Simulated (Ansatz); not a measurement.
# ClGeH3OSi: a ladder of functionals and wavefunction methods

How much do the methods differ for ClGeH3OSi? The plan is to run it at one geometry with functionals of several rungs and with coupled cluster. The yardstick is the atomisation energy at the CCSD(T) limit.

The runs use Ansatz 0.2.0, Gaussian basis; functionals in def2-TZVPP, the program's frozen cores in correlated methods.

Plan: LDA (SPW92), PBE-D4, revPBE-D4, BLYP-D4, r2SCAN-D4, B97M-V, PBE0-D4, B3LYP-D4, r2SCANh-D4, r2SCAN0-D4, HSE06-D4, BHLYP-D4, CAM-B3LYP-D4, LC-ωPBE, ωB97X-V, ωB97M-V, B2PLYP, PBE-QIDH; CCSD(T)/def2-SVP; CCSD(T)/def2-TZVPP; MP2/def2-QZVPP; extrapolation to the limit; RPA on PBE.

**1. The geometry**

An earlier PBE0-D4 in a triple-zeta def2 set relaxation fixed the geometry.

SMILES `Cl[SiH]1[O][GeH2]1`, 7 atoms, charge 0, spin multiplicity 1.

Atoms are counted from 1 here; the program's logs count them from 0.

Bond lengths: Cl1–Si2 2.039 Å, Si2–O3 1.633 Å, Si2–Ge4 2.255 Å, Si2–H5 1.478 Å, O3–Ge4 1.905 Å, Ge4–H6 1.535 Å, Ge4–H7 1.534 Å. Angles: Cl1–Si2–O3 117.0°, Cl1–Si2–Ge4 122.5°, Cl1–Si2–H5 107.1°, O3–Si2–Ge4 56.0°, O3–Si2–H5 118.0°, Ge4–Si2–H5 126.8°, Si2–O3–Ge4 78.8°, Si2–Ge4–O3 45.3°, Si2–Ge4–H6 124.6°, Si2–Ge4–H7 122.6°, O3–Ge4–H6 108.7°, O3–Ge4–H7 108.5°, H6–Ge4–H7 111.7°.

**2. LDA**

This LDA is Slater exchange with PW92 correlation.

in.yaml reads:

```yaml
crystal:
  periodic: [false, false, false]
  atoms:
    - {symbol: Cl, position_ang: [0.946668, -2.488778, 0.655655]}
    - {symbol: Si, position_ang: [-0.269326, -1.038189, -0.101796]}
    - {symbol: O, position_ang: [0.399821, 0.013176, -1.157412]}
    - {symbol: Ge, position_ang: [0.044767, 1.152857, 0.326895]}
    - {symbol: H, position_ang: [-1.537989, -1.691914, -0.484359]}
    - {symbol: H, position_ang: [-0.900248, 2.274099, -0.128214]}
    - {symbol: H, position_ang: [1.377507, 1.710650, 0.843530]}
basis:
  gaussian: {orbitals: def2-TZVPP}
hamiltonian: {xc: lda}
output: {orbitals: {seedname: orbitals}}
```

Command:

```console
$ ansatz run in.yaml --threads 2 --pin off --events-out ev --progress --plain --max-ram 4352MiB
```

Further steps of the session: PBE-D4 (GGA); revPBE-D4 (GGA); BLYP-D4 (GGA); r2SCAN-D4 (meta-GGA); B97M-V (meta-GGA); PBE0-D4 (hybrid); B3LYP-D4 (hybrid); r2SCANh-D4 (hybrid); r2SCAN0-D4 (hybrid); HSE06-D4 (hybrid); BHLYP-D4 (hybrid); CAM-B3LYP-D4 (range-separated); LC-ωPBE (range-separated); ωB97X-V (range-separated); ωB97M-V (range-separated); B2PLYP (double hybrid); PBE-QIDH (double hybrid); CCSD(T) in def2-SVP; CCSD(T) in def2-TZVPP; MP2 in def2-QZVPP; RPA on PBE orbitals.

Before running them: what should the planned runs give, taken together? Wanted: atomisation energy, CCSD(T)/CBS; farthest beyond LDA; mean size of error, GGA; mean size of error, meta-GGA; mean size of error, hybrid; mean size of error, range-separated; mean size of error, double hybrid; gap, smallest and largest; T1 diagnostic.

As calculated:

| quantity | value |
| --- | --- |
| atomisation energy, CCSD(T)/CBS | 2175.6 kJ/mol |
| functionals within 21.8 kJ/mol (1.0 %) | PBE-D4, r2SCAN-D4, r2SCANh-D4, ωB97X-V, ωB97M-V |
| farthest beyond LDA | BHLYP-D4 (-112.0 kJ/mol) |
| mean size of error, GGA | 34.6 kJ/mol |
| mean size of error, meta-GGA | 14.9 kJ/mol |
| mean size of error, hybrid | 50.1 kJ/mol |
| mean size of error, range-separated | 25.2 kJ/mol |
| mean size of error, double hybrid | 46.3 kJ/mol |
| gap, smallest and largest | 3.92 eV (LDA (SPW92)), 10.52 eV (LC-ωPBE) |
| T1 diagnostic | 0.0138 |
| triples share of the correlation energy | 4.1 % |

The LDA atomisation energy is off by 323.7 kJ/mol (15 %): it overbinds. PBE-D4 is off by +7.1 kJ/mol. Double hybrids carry the basis error of their MP2 part in triple zeta, and no dispersion term here, so their miss is partly the set-up's. By mean error the best rung here is meta-GGA (14.9 kJ/mol) and the worst beyond LDA is hybrid (50.1 kJ/mol). The gap between the best rungs is small, so their order is not settled. The mean of the hybrids holds BHLYP, with half exact exchange. The reference freezes the cores and leaves out relativity and excitations past (T), and its outer-core shells are covered unevenly, so misses under about 21.8 kJ/mol can't be ranked. Hartree-Fock recovers 68 % of the binding; the rest is correlation. CCSD(T) in def2-SVP is off by -227.8 kJ/mol, so the small basis spoils what the method gains. The gap grows from 3.9 to 10.5 eV across the functionals, mostly with the share of exact exchange. Correlated methods include outer-core shells of Ge, which these sets cover unevenly.
